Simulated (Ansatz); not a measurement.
# HBr with CH₃F: superposition error and deformation, part 3 of 3

Ansatz 0.2.0, Gaussian basis. Earlier steps stand in the parts before.

**25. B97M-V/def2-TZVPPD**

The inputs:

free-a/in.yaml

```yaml
crystal:
  periodic: [false, false, false]
  atoms:
    - {symbol: Br, position_ang: [0.627011, 0.383485, -2.884689]}
    - {symbol: H, position_ang: [-0.216558, -0.060732, -1.831601]}
basis:
  gaussian: {orbitals: "def2-TZVPPD.json"}
hamiltonian: {xc: {name: B97M-V}}
```

free-b/in.yaml

```yaml
crystal:
  periodic: [false, false, false]
  atoms:
    - {symbol: C, position_ang: [-0.043540, -0.046773, 0.986987]}
    - {symbol: F, position_ang: [-0.914880, -0.447926, 0.000091]}
    - {symbol: H, position_ang: [-0.553767, 0.655739, 1.650084]}
    - {symbol: H, position_ang: [0.819647, 0.438592, 0.525616]}
    - {symbol: H, position_ang: [0.281987, -0.922285, 1.553613]}
basis:
  gaussian: {orbitals: "def2-TZVPPD.json"}
hamiltonian: {xc: {name: B97M-V}}
```

The same command starts each run, in its folder.

The run is started by

```bash
$ ansatz run in.yaml --threads 4 --pin off --events-out ev --progress --plain --max-ram 9574MiB
```

free-a printed, shortened:

```text
Functional definition: B97M-V
  name "B97M-V"
  cite "Mardirossian & Head-Gordon, J. Chem. Phys. 142, 074111 (2015) doi:10.1063/1.4907719"
  cite "Becke, J. Chem. Phys. 107, 8554 (1997) doi:10.1063/1.475007"
  cite "Vydrov & Van Voorhis, J. Chem. Phys. 133, 244103 (2010) doi:10.1063/1.3521275"
  # Of w^i u^j: cxij and so on, Table III.
[...]
  gx(w, u) = cx00 + cx01*u + cx02*u^2 + (cx10 + cx11*u)*w
[...]
  gos(w, u) = cos00 + cos01*u + cos03*u^3 + cos10*w + cos32*w^3*u^2
[...]
      + integral(e_c_pw_mod_opposite_spin*gos(b97_w_opposite, b97_u_opposite)) + vv10(b, c)
479 factors; their error is unknown
[...]
mean field -70050.15837652 eV, -2574.2958386343 hartree, gradient 2.3e-5 eV, S^2 0.000000; 0 other end points of the search recorded, 0 dependent functions left out
reference -70050.15844038 eV, -2574.2958409814 hartree; 18, 18 occupied and 56, 56 virtual orbitals, 479 factors
Total energy: -70050.15844038 eV, -2574.2958409814 hartree
```

free-b printed, shortened:

```text
[... 5 set-up lines as earlier in the session ...]
  # Of w^i u^j: cxij and so on, Table III.
[...]
  gx(w, u) = cx00 + cx01*u + cx02*u^2 + (cx10 + cx11*u)*w
[...]
  gos(w, u) = cos00 + cos01*u + cos03*u^3 + cos10*w + cos32*w^3*u^2
[...]
      + integral(e_c_pw_mod_opposite_spin*gos(b97_w_opposite, b97_u_opposite)) + vv10(b, c)
548 factors; their error is unknown
[...]
mean field -3803.19178526 eV, -139.7647202123 hartree, gradient 2.5e-5 eV, S^2 0.000000; 0 other end points of the search recorded, 0 dependent functions left out
reference -3803.19184026 eV, -139.7647222335 hartree; 9, 9 occupied and 119, 119 virtual orbitals, 548 factors
Total energy: -3803.19184026 eV, -139.7647222335 hartree
```

Times: 0.7 s (free-a), 1.4 s (free-b) on 4 threads of Intel Xeon Platinum 8259CL at 2.50GHz, shared host.

**26. HSE06-D4/def2-TZVPPD**

The same edit goes into each in.yaml of step 25 (free-a, free-b):

```diff
-hamiltonian: {xc: {name: B97M-V}}
+hamiltonian: {xc: hse06, dispersion: d4}
```

The same command starts each run, in its folder.

The run is started by

```bash
$ ansatz run in.yaml --threads 4 --pin off --events-out ev --progress --plain --max-ram 9574MiB
```

Output in free-a, shortened:

```text
[... 6 set-up lines as earlier in the session ...]
[...]
531 factors; their error is unknown
36 factors; integrals over basis functions are off by at most 9.7e-5 eV
[...]
mean field -70054.73058583 eV, -2574.4638642275 hartree, gradient 8.9e-5 eV, S^2 0.000000; 0 other end points of the search recorded, 0 dependent functions left out
reference -70054.73062366 eV, -2574.4638656176 hartree; 18, 18 occupied and 56, 56 virtual orbitals, 531 factors
Total energy: -70054.73569803 eV, -2574.4640520973 hartree
```

Output in free-b, shortened:

```text
[... 6 set-up lines as earlier in the session ...]
[...]
548 factors; their error is unknown
55 factors; integrals over basis functions are off by at most 6.8e-6 eV
[...]
mean field -3800.06200597 eV, -139.6497029450 hartree, gradient 2.0e-5 eV, S^2 0.000000; 0 other end points of the search recorded, 0 dependent functions left out
reference -3800.06204437 eV, -139.6497043562 hartree; 9, 9 occupied and 119, 119 virtual orbitals, 548 factors
Total energy: -3800.08290518 eV, -139.6504709766 hartree
```

Wall times: 0.45 s (free-a), 0.75 s (free-b) on 4 threads of Intel Xeon Platinum 8259CL at 2.50GHz, shared host.

**27. CCSD(T)/def2-TZVPPD**

The same edit goes into each in.yaml of step 26 (free-a, free-b):

```diff
-hamiltonian: {xc: hse06, dispersion: d4}
+correlation: {method: ccsd_t}
```

Each run has its own folder and the same command.

The run is started by

```bash
$ ansatz run in.yaml --threads 4 --pin off --events-out ev --progress --plain --max-ram 9574MiB
```

Output in free-a, shortened:

```text
[... 4 set-up lines as earlier in the session ...]
[...]
448 factors; integrals over basis functions are off by at most 1.5e-3 eV
[...]
mean field -70014.95853136 eV, -2573.0022681840 hartree, gradient 1.7e-6 eV, S^2 0.000000; 0 other end points of the search recorded, 0 dependent functions left out
9 core orbitals not correlated: weight in the atoms' cores, before any rotation towards them, 1.000 or more for the frozen orbitals, at most 0.000 for the correlated occupied ones
reference -70014.95853136 eV, -2573.0022681840 hartree; 9, 9 occupied and 56, 56 virtual orbitals, 448 factors
second order -7.87999912 eV of doubles, -0.00000000 eV of singles
cycle   1  -7.96291120 eV  change   -8.3e-2 eV  update   4.5e-2
[...]
cycle   7  -8.14975430 eV  change    2.8e-6 eV  update   1.3e-5
perturbative correction -0.24559947 eV, -0.0090256141 hartree
Total energy: -70023.35388513 eV, -2573.3107917447 hartree
```

free-b printed, shortened:

```text
[... 4 set-up lines as earlier in the session ...]
[...]
753 factors; integrals over basis functions are off by at most 1.1e-3 eV
[...]
mean field -3785.18837626 eV, -139.1031071347 hartree, gradient 1.2e-6 eV, S^2 0.000000; 0 other end points of the search recorded, 0 dependent functions left out
2 core orbitals not correlated: weight in the atoms' cores, before any rotation towards them, 1.000 or more for the frozen orbitals, at most 0.000 for the correlated occupied ones
reference -3785.18837626 eV, -139.1031071347 hartree; 7, 7 occupied and 119, 119 virtual orbitals, 753 factors
second order -11.83515222 eV of doubles, -0.00000000 eV of singles
cycle   1  -11.97860224 eV  change   -1.4e-1 eV  update   6.6e-2
[...]
cycle   9  -12.28486436 eV  change   -1.3e-6 eV  update   4.7e-6
perturbative correction -0.36659196 eV, -0.0134720061 hartree
Total energy: -3797.83983258 eV, -139.5680395792 hartree
```

They took 0.6 s (free-a), 2.2 s (free-b) on 4 threads of Intel Xeon Platinum 8259CL at 2.50GHz, shared host; peak memory 0.51 GiB.

**28. The split**

```
      method  interaction with counterpoise (kcal/mol)  without  superposition error  deformation  binding energy
      PBE-D4                                     -3.45    -3.57                 0.12        -0.13           -3.58
   revPBE-D4                                     -2.70    -2.83                 0.12        -0.17           -2.88
     BLYP-D4                                     -3.00    -3.12                 0.11        -0.24           -3.25
   r2SCAN-D4                                     -3.42    -3.52                 0.11        -0.03           -3.45
      B97M-V                                     -3.24    -3.39                 0.15         0.05           -3.19
     PBE0-D4                                     -3.32    -3.43                 0.11         0.06           -3.26
    B3LYP-D4                                     -3.20    -3.31                 0.11        -0.07           -3.27
    HSE06-D4                                     -3.32    -3.43                 0.11         0.06           -3.26
     wB97X-V                                     -3.14    -3.25                 0.11        -0.01           -3.15
     wB97M-V                                     -3.10    -3.20                 0.10        -0.01           -3.11
      B2PLYP                                     -2.55    -2.86                 0.32        -0.04           -2.58
Hartree-Fock                                     -1.11    -1.22                 0.11         0.23           -0.89
         MP2                                     -3.05    -3.86                 0.82         0.02           -3.03
        CCSD                                     -2.44    -3.20                 0.76         0.04           -2.40
     CCSD(T)                                     -2.74    -3.57                 0.83        -0.01           -2.75
```

**29. What came out**

The summary covers parts 1 to 3.

| quantity | value |
| --- | --- |
| interaction, CCSD(T) | -2.74 kcal/mol |
| superposition error | 0.83 kcal/mol |
| deformation | -0.01 kcal/mol |
| binding energy | -2.75 kcal/mol |

**Reading.** In this basis the superposition error is 0.83 kcal/mol for CCSD(T) and 0.12 kcal/mol on average for the plain functionals: correlated methods borrow far more, since they need many more functions to converge. The free shapes are PBE0-D4 minima, so other methods can show a small negative deformation energy.
